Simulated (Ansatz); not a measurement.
# CH4OSSi: the cost of one run

Program: Ansatz 0.2.0. Level of theory: RKS PBE0-D4/def2-SVP. These are calculated values, not measurements.

## (1) Reference run: CH4OSSi, relaxed

File input.yaml:

```yaml
crystal:
  periodic: [false, false, false]
  atoms:
    - { symbol: H, position_ang: [-1.044296, 0.680552, -1.395963] }
    - { symbol: Si, position_ang: [0.225623, -0.662139, -1.105677] }
    - { symbol: C, position_ang: [-0.399959, 0.564234, 0.30996] }
    - { symbol: S, position_ang: [-0.114391, 0.85042, 1.999901] }
    - { symbol: O, position_ang: [-1.240108, 1.313268, -0.284555] }
    - { symbol: H, position_ang: [0.028307, -2.068874, -0.554361] }
    - { symbol: H, position_ang: [1.743378, -0.529015, -1.113258] }
    - { symbol: H, position_ang: [0.801447, -0.148448, 2.143953] }
basis:
  gaussian: { orbitals: def2-SVP }
hamiltonian:
  xc: pbe0
  dispersion: d4
output:
  forces: true
relax:
  f_tol: 0.02
  max_steps: 120
  constraints: [{ distance: [0, 4] }, { distance: [0, 1] }]
  escape_saddle: false
```

Started as:

```
$ ansatz run input.yaml --threads 1 --pin off --max-ram 2560MiB --backend cpu --events-out ev --progress --plain --runs-dir out
```

Q: Estimate wall time and peak memory on 1 thread of Intel Xeon Platinum 8488C (Sapphire Rapids), shared host.

About 22 s, with a peak of 0.17 GiB.
